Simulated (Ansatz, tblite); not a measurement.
# (FInO)3 ring (In3O3F3): one state, many levels

How do method and basis change the picture of (FInO)3 ring (In3O3F3) (singlet)?

Program: Ansatz 0.2.0, Gaussian basis. Level of theory: as each input shows. These are calculated values, not measurements.

The runs, in order: GFN1-xTB, GFN2-xTB, PBE-D4/def2-TZVP, r2SCAN-D4/def2-TZVP, HSE06-D4/def2-TZVP, B3LYP-D4/def2-TZVP, ωB97M-V/def2-TZVP, PBE-D4/def2-SVP, PBE0-D4/def2-SVP, CCSD(T)/def2-SVP, MP2/def2-TZVP, RPA/def2-TZVP.

3 further runs of the same task are left out: 3 set aside as unsound or not needed.

### Step 1. The relaxed structure

The geometry is that of the singlet, from an earlier relaxation (r2SCAN-D4/def2-SVP).

9 atoms, charge 0, spin multiplicity 1.

Bond lengths: In1–F2 1.945 Å, In1–O3 1.999 Å, In1–O9 1.999 Å, O3–In4 1.999 Å, In4–F5 1.945 Å, In4–O6 1.999 Å, O6–In7 1.999 Å, In7–F8 1.945 Å, In7–O9 1.999 Å. Angles: F2–In1–O3 120.1°, F2–In1–O9 120.2°, O3–In1–O9 119.7°, In1–O3–In4 120.3°, O3–In4–F5 120.1°, O3–In4–O6 119.7°, F5–In4–O6 120.2°, In4–O6–In7 120.3°, O6–In7–F8 120.2°, O6–In7–O9 119.7°, F8–In7–O9 120.2°, In1–O9–In7 120.3°.

In takes a core potential in the def2 sets. No spin-orbit coupling is included.

PBE0-D4/def2-TZVP was run before; its log isn't repeated, and its numbers join the tables.

### Step 2. GFN1-xTB

Tight binding, by tblite at 300 K electronic temperature and without a spin-polarisation term:

```python
tblite.interface.Calculator('GFN1-xTB', numbers, positions, charge=0, uhf=0).singlepoint()
```

Energy -928.1734 eV, HOMO -12.61 eV, LUMO -9.50 eV; 0.008 s.

### Step 3. GFN2-xTB

Tight binding, by tblite at 300 K electronic temperature and without a spin-polarisation term:

```python
tblite.interface.Calculator('GFN2-xTB', numbers, positions, charge=0, uhf=0).singlepoint()
```

Energy -821.0452 eV, HOMO -14.14 eV, LUMO -11.93 eV; 0.009 s.

### Step 4. PBE-D4/def2-TZVP

start.molden holds the orbitals of an earlier run on this state, given as this run's starting guess.

in.yaml reads:

```yaml
crystal:
  periodic: [false, false, false]
  atoms:
    - {symbol: In, position_ang: [0.587196, -0.725001, 1.770952]}
    - {symbol: F, position_ang: [1.157633, -1.420034, 3.495701]}
    - {symbol: O, position_ang: [-1.357582, -0.468153, 1.386669]}
    - {symbol: In, position_ang: [-1.947828, 0.267330, -0.375838]}
    - {symbol: F, position_ang: [-3.839879, 0.538658, -0.735966]}
    - {symbol: O, position_ang: [-0.585117, 0.726008, -1.764471]}
    - {symbol: In, position_ang: [1.360996, 0.455535, -1.396497]}
    - {symbol: F, position_ang: [2.682314, 0.888963, -2.756429]}
    - {symbol: O, position_ang: [1.942267, -0.263296, 0.375878]}
basis:
  gaussian: {orbitals: def2-TZVP, initial_orbitals: start.molden}
hamiltonian: {xc: pbe, dispersion: d4}
scf: {omitted_lower_state_checks: [starts]}
output: {orbitals: {seedname: orbitals}}
```

Started as:

```console
$ ansatz run in.yaml --threads 2 --pin off --events-out ev --progress --plain --max-ram 20480MiB --backend cuda --devices 0, --max-vram 18GiB
```

The runs that follow: r2SCAN-D4/def2-TZVP; HSE06-D4/def2-TZVP; B3LYP-D4/def2-TZVP; ωB97M-V/def2-TZVP; PBE-D4/def2-SVP; PBE0-D4/def2-SVP; CCSD(T)/def2-SVP; MP2/def2-TZVP; RPA/def2-TZVP.

Before running them: what should the planned runs give, taken together? Wanted: gap in def2-TZVP, named functionals, smallest and largest; correlation energy, CCSD(T)/def2-SVP; correlation energy, MP2/def2-TZVP; binding an atom, CCSD(T)/def2-SVP; PBE0 total energy, smallest basis above largest.

The runs gave:

```
                                                 quantity                                value
gap in def2-TZVP, named functionals, smallest and largest  2.94 eV (PBE-D4), 9.36 eV (ωB97M-V)
                     correlation energy, CCSD(T)/def2-SVP                            -38.72 eV
                        correlation energy, MP2/def2-TZVP                            -62.91 eV
                        binding an atom, CCSD(T)/def2-SVP                             3.056 eV
          PBE0 total energy, smallest basis above largest       19.05 eV (def2-SVP, def2-TZVP)
```

What this shows: Orbital gaps of the named functionals in def2-TZVP span 2.94 eV (PBE-D4) to 9.36 eV (ωB97M-V); exact exchange widens it. The functionals in def2-TZVP miss CCSD(T)/def2-SVP by +0.179 (B3LYP-D4) to +0.442 eV (PBE-D4) an atom. The yardstick is in a double-zeta basis, so levels in larger sets aren't compared like for like. The reference is CCSD(T) in one finite basis, so it carries an error of its own, often a tenth of an eV or more, and near misses can't be ranked.
